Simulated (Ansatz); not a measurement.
# InSe: the cost of one run

Computed with Ansatz 0.2.0 (DFT PBEsol+D3(BJ), scalar-relativistic, plane waves, PAW, unless a step's input says otherwise).

### Step 1. Starting point

It takes space group P6_3/mmc (No. 194, hexagonal). Conventional cell: a = 4.050 Å, b = 4.050 Å, c = 16.930 Å, α = 90.00°, β = 90.00°, γ = 120.00°. In (site symmetry 3m) has 3 Se at 2.52 Å as nearest neighbours. Around Se (site symmetry 3m) lie 3 In at 2.52 Å.

Coordinates:

```xyz
8
Lattice="4.0500 0.0000 0.0000 -2.0250 3.5074 0.0000 0.0000 0.0000 16.9300" Properties=species:S:1:pos:R:3 pbc="T T T"
In    0.0000    2.3383    2.6580
In    2.0250    1.1691   11.1230
In    0.0000    2.3383    5.8070
In    2.0250    1.1691   14.2720
Se    0.0000    2.3383   10.1919
Se    2.0250    1.1691    1.7269
Se    0.0000    2.3383   15.2031
Se    2.0250    1.1691    6.7381
```

Source of the structure: the Crystallography Open Database.

(A quick probe on a coarse mesh, which set the mesh and smearing, is not shown.)

### Step 3. Rough relaxation on the coarse mesh

The input, input.yaml:

```yaml
crystal:
  lattice:
    - [4.0499987506, 0.0, 0.0]
    - [-2.0249993753, 3.5074018033, 0.0]
    - [0.0, 0.0, 16.93]
  atoms:
    - { symbol: In, position: [0.3333333333, 0.6666666667, 0.157] }
    - { symbol: In, position: [0.6666666667, 0.3333333333, 0.657] }
    - { symbol: In, position: [0.3333333333, 0.6666666667, 0.343] }
    - { symbol: In, position: [0.6666666667, 0.3333333333, 0.843] }
    - { symbol: Se, position: [0.3333333333, 0.6666666667, 0.602] }
    - { symbol: Se, position: [0.6666666667, 0.3333333333, 0.102] }
    - { symbol: Se, position: [0.3333333333, 0.6666666667, 0.898] }
    - { symbol: Se, position: [0.6666666667, 0.3333333333, 0.398] }
basis:
  ecutwfc: 420
kpoints:
  mp_grid: { grid: [6, 6, 2] }
hamiltonian:
  xc: pbesol
  pseudopotentials: { kind: paw, azcp: { folder: soft_1 } }
  dispersion: d3bj
scf:
  occupations: { method: gaussian, width: 0.1 }
output:
  forces: true
  stress: true
  eigenvalues: true
relax:
  adjacent_minimum: "off"
  f_tol: 0.05
  max_steps: 80
  cell: { stress_tol: 0.5 }
```

Started as:

```sh
$ ansatz run input.yaml --threads 4 --pin off --max-ram 8192MiB --backend cpu --events-out ev --progress --plain --runs-dir out
```

**Question.** How long does this run take on 4 threads of Arm Neoverse V2, shared host, and how much memory does it need?

About 16 s, with a peak of 0.8 GiB.
